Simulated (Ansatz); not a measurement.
# K+ with Cl−: structure and interaction energy

The task here is to estimate one member of a computed series from the others.

Method: PBE0-D4 structure, single points in def2-TZVPPD; program: Ansatz 0.2.0, Gaussian basis.

Levels: PBE-D4, revPBE-D4, BLYP-D4, r2SCAN-D4, B97M-V, PBE0-D4, B3LYP-D4, HSE06-D4, wB97X-V, wB97M-V, B2PLYP, Hartree-Fock, MP2, CCSD, CCSD(T). The reference is CCSD(T) extrapolated to the basis limit. For elements past Ar these valence bases correlate outer-core shells poorly and lack relativity, so that limit is rough.

Cores are frozen in the correlated methods. The outer core shell of Li, Na, Mg and K is correlated. B3LYP uses VWN-RPA correlation. B2PLYP carries no dispersion term here.

150 further runs of the same task are left out: 150 set aside as unsound or not needed.

## Where the work starts

The pair, from a GFN2-xTB docking trial: 2 atoms, charge 0, spin multiplicity 1.

Atoms are counted from 1 here; the program's logs count them from 0.

Bond lengths: K1–Cl2 2.578 Å.

As a file:

```mol
ClK
  3D, bonds by distance, orders not assigned

  2  1  0  0  0  0  0  0  0  0999 V2000
    0.0000    0.0000   -1.2891 K   0  0
    0.0000    0.0000    1.2891 Cl  0  0
  1  2  8  0
M  END
```

Atoms 1 to 1 are fragment A (K+), the rest fragment B (Cl−).

The first run:

The input, pre/in.yaml:

```yaml
crystal:
  periodic: [false, false, false]
  atoms:
    - {symbol: K, position_ang: [0.000000, 0.000000, -1.289100]}
    - {symbol: Cl, position_ang: [0.000000, 0.000000, 1.289100]}
basis:
  gaussian: {orbitals: def2-SVP}
hamiltonian: {xc: pbe, dispersion: d4}
relax: {f_tol: 0.03, max_steps: 250}
```

Launch:

```sh
$ ansatz run in.yaml --threads 2 --pin off --events-out ev --progress --plain --max-ram 5222MiB
```

Steps of the session up to this table: A first relaxation in a small basis; Relaxation at PBE0-D4; wB97X-V/def2-TZVPPD; wB97M-V/def2-TZVPPD; B2PLYP/def2-TZVPPD; B97M-V/def2-TZVPPD; CCSD(T)/def2-TZVPPD; Hartree-Fock/STO-3G; SPW92/def2-SVP; wB97M-V/def2-SVP; CCSD(T)/def2-SVP; Vibrations of the pair.

One table of the session follows, with a row left open; its other results are not shown here.

```
      method  interaction (meV)
      PBE-D4              -5058
   revPBE-D4              -4971
     BLYP-D4              -4993
   r2SCAN-D4                  ?
      B97M-V              -5007
     PBE0-D4              -5054
    B3LYP-D4              -5018
    HSE06-D4              -5055
     wB97X-V              -5016
     wB97M-V              -5015
      B2PLYP              -4972
Hartree-Fock              -4829
         MP2              -4929
        CCSD              -4910
     CCSD(T)              -4913
 CCSD(T)/CBS              -5083
```

Q: Estimate the row for r2SCAN-D4 from the others.

**Answer.** interaction (meV): -5020. In the column «interaction (meV)» it lies between PBE0-D4 (-5054) and B3LYP-D4 (-5018).
